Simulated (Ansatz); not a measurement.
# B5P: the cost of one run

Program: Ansatz 0.2.0. Level of theory: DFT PBE, scalar-relativistic, plane waves, PAW, unless a step names another level. These are calculated values, not measurements.

## 1. The structure to begin with

It takes space group P4mm (No. 99, tetragonal). The conventional cell has a = 4.279 Å, b = 4.279 Å, c = 4.416 Å, α = 90.00°, β = 90.00°, γ = 90.00°. B (site symmetry 4mm) has 4 B at 1.70 Å and 1 P at 1.89 Å as nearest neighbours. B (site symmetry m) has 4 B at 1.67 to 1.85 Å as nearest neighbours. P (site symmetry 4mm) is surrounded by 5 B at 1.89 to 1.94 Å.

Structure file:

```
B P
1.0
     4.27935    0.00000    0.00000
     0.00000    4.27935    0.00000
     0.00000    0.00000    4.41582
B P
5 1
Direct
  0.50000 0.50000 0.20927
  0.50000 0.19456 0.45500
  0.19456 0.50000 0.45500
  0.50000 0.80544 0.45500
  0.80544 0.50000 0.45500
  0.50000 0.50000 0.78073
```

It came out lowest among 28 distinct ends of the trial cells. At a tolerance of 0.02 Å it has space group P4mm (No. 99).

## 2. Relaxing to 0.001 eV/Å, on the response runs' mesh and smearing

input.yaml

```yaml
crystal:
  lattice:
    - [4.2793511689, 0.0, 0.0]
    - [0.0, 4.2793511689, 0.0]
    - [0.0, 0.0, 4.4158235477]
  atoms:
    - { symbol: B, position: [0.5, 0.5, 0.2092722794] }
    - { symbol: B, position: [0.5, 0.1945604274, 0.4550005604] }
    - { symbol: B, position: [0.1945604274, 0.5, 0.4550005604] }
    - { symbol: B, position: [0.5, 0.8054395726, 0.4550005604] }
    - { symbol: B, position: [0.8054395726, 0.5, 0.4550005604] }
    - { symbol: P, position: [0.5, 0.5, 0.7807254788] }
basis:
  ecutwfc: 420
kpoints:
  mp_grid: { grid: [6, 6, 6] }
hamiltonian:
  xc: pbe
scf:
  occupations: { method: fixed }
output:
  forces: true
  stress: true
  eigenvalues: true
relax:
  adjacent_minimum: "off"
  f_tol: 0.001
  max_steps: 60
  cell: { stress_tol: 0.01 }
```

Run with:

```console
$ ansatz run input.yaml --threads 3 --pin off --max-ram 7680MiB --backend cpu --events-out ev --progress --plain --runs-dir out
```

Q: Estimate wall time and peak memory on 3 threads of Intel Xeon at 2.50GHz (Skylake/Cascade Lake), shared host.

About 9.9 s, with a peak of 0.37 GiB.
